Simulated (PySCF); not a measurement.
# F4H4O2Si (cis-Si(H2O)2F4): the cost of one run

Programs: PySCF 2.14.0, with density-fitted response routines of our own. Each step states its level of theory. These are calculated values for one molecule in the gas phase, unless marked as measured. Atoms count from 0, in the outputs and in this text.

## 1. The starting structure

11 atoms, charge 0, multiplicity 1; geometry from: GFN1-xTB. The atoms were then displaced at random by about 0.03 Å, so the start is not that level's minimum.

Bonds of the start (Å): Si0–O1 2.16, Si0–F4 1.66, Si0–O5 2.10, Si0–F8 1.69, Si0–F9 1.69, Si0–F10 1.56, O1–H2 0.98, O1–H3 0.91, O5–H6 0.95, O5–H7 0.98.

## 2. Optimising the geometry at PBE0-D3(BJ)/def2-SVP

Job settings and geometry (Å):

```
{"job": {"xc": "PBE0", "basis": "def2-SVP", "d3": "d3bj", "grid": 1, "maxiter": 40, "shake": 0.03, "kind": "geom"}, "charge": 0, "multiplicity": 1}
Si    -0.401720    -0.079430    -0.453540
O     -0.384250    -0.022630     1.703660
H     -0.921750    -0.824770     1.841410
H     -0.852550     0.744450     1.850490
F     -0.287710    -0.015340    -2.106860
O      1.692100     0.039400    -0.374920
H      1.888310     0.816910    -0.878110
H      1.922530    -0.718490    -0.944610
F     -2.077630    -0.007670    -0.219840
F     -0.250880     1.586290    -0.185670
F     -0.228410    -1.604220    -0.201120
```

The run is started by

```bash
$ OMP_NUM_THREADS=1 python probes_run.py task.json out
```

This one command runs all jobs of the session in turn.

**Question.** How long does this first job take on 1 thread of Arm Neoverse V1, shared host, and how much memory does it need?

About 2.2 min, with a peak of 0.46 GiB.
